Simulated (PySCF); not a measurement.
# C2H8B2O2: the cost of one run

The runs use PySCF 2.14.0, with density-fitted response routines of our own; the level of theory stands in each step. All values are computed, except where a source is named. Atoms are numbered from 0 throughout.

### Step 1. The starting structure

14 atoms, charge 0, multiplicity 1; geometry from: GFN2-xTB. The atoms were then displaced at random by about 0.01 Å, so the start is not that level's minimum.

Bonds of the start (Å): C0–B1 1.59, B1–O2 1.29, O2–B3 1.36, B3–O4 1.33, O4–C5 1.40, C0–H6 1.07, C0–H7 1.07, C0–H8 1.11, B1–H9 1.19, B3–H10 1.17, C5–H11 1.09, C5–H12 1.08, C5–H13 1.09.

### Step 2. Relaxing the molecule at PBE0-D3(BJ)/def2-SVP

Job settings and geometry (Å):

```
{"job": {"xc": "PBE0", "basis": "def2-SVP", "d3": "d3bj", "grid": 1, "shake": 0.01, "kind": "geom"}, "charge": 0, "multiplicity": 1}
C     -2.767470    -0.070290     0.358930
B     -1.684430     1.089180     0.487080
O     -0.512150     0.952790    -0.044620
B      0.734060     0.733370    -0.544460
O      1.626900     0.124040     0.233770
C      2.939730    -0.132420    -0.168970
H     -2.473880    -0.856790    -0.302240
H     -2.988090    -0.469140     1.326010
H     -3.728580     0.364440     0.002190
H     -1.932740     2.096140     1.073460
H      0.935190     1.061700    -1.645660
H      3.137740     0.214010    -1.178700
H      3.088120    -1.205600    -0.129580
H      3.618430     0.363540     0.525030
```

The run is started by

```bash
$ OMP_NUM_THREADS=1 python probes_run.py task.json out
```

The driver reads the jobs from task.json and runs them one after another.

**Question.** How long does this first job take on 1 thread of Arm Neoverse V1, shared host, and how much memory does it need?

About 42 s, with a peak of 0.5 GiB.
